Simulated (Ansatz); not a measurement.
The system is CsLiCr2Te2S3.

```
CELL_PARAMETERS angstrom
6.10792 -0.01886 0.00581
-2.28822 5.93151 0.00333
-1.38462 -2.19395 7.56260
ATOMIC_POSITIONS crystal
Cs 0.06348 0.10178 0.99394
Li 0.57026 0.58143 0.57403
Cr 0.07801 0.50138 0.57990
Cr 0.43162 0.02972 0.53722
Te 0.54458 0.76732 0.28198
Te 0.01143 0.65932 0.29902
S 0.77800 0.37133 0.70773
S 0.39402 0.82508 0.74875
S 0.19605 0.23009 0.48646
```

The cell was built by a generator and needn't be a form met in nature.

Base run:

```yaml
Program: Ansatz 0.2.0
Functional: PBE
Potentials_or_basis: Ansatz PAW
Cutoff: 420 eV
Density_cutoff: 1680 eV
k_mesh: 5 × 5 × 4
Occupations: fermi-dirac, width 0.05 eV
Spin: collinear spin, ferromagnetic start
Starting_moments: "[0.0, 0.0, 3.0, 3.0, 0.0, 0.0, 0.0, 0.0, 0.0] μB"
```

Its results: pressure 0.0 GPa; net moment 5.40 μB per cell; site moments Cs +0.00; Li +0.00; Cr +2.21, +2.61; Te -0.05, -0.09; S -0.04, -0.06, -0.08 μB; largest force 0.131 eV/Å.

The run is repeated on the same cell with these changes: hubbard terms from none to Cr d U = 2 eV; hubbard projectors from none to ortho-atomic (the default). What comes out?

Pressure 1.2 GPa; net moment 5.92 μB per cell; site moments Cs +0.00; Li +0.00; Cr +2.58, +2.93; Te -0.03, -0.10; S -0.11, -0.14, -0.16 μB; largest force 0.419 eV/Å.

Caveats: only a ferromagnetic start was run, and an antiferromagnetic order may lie lower in energy; the magnetic or orbital state may not be the lowest (some runs); the density of states is complete only up to the lowest level of the last band computed (some runs).

Not every run made on this cell is shown here.
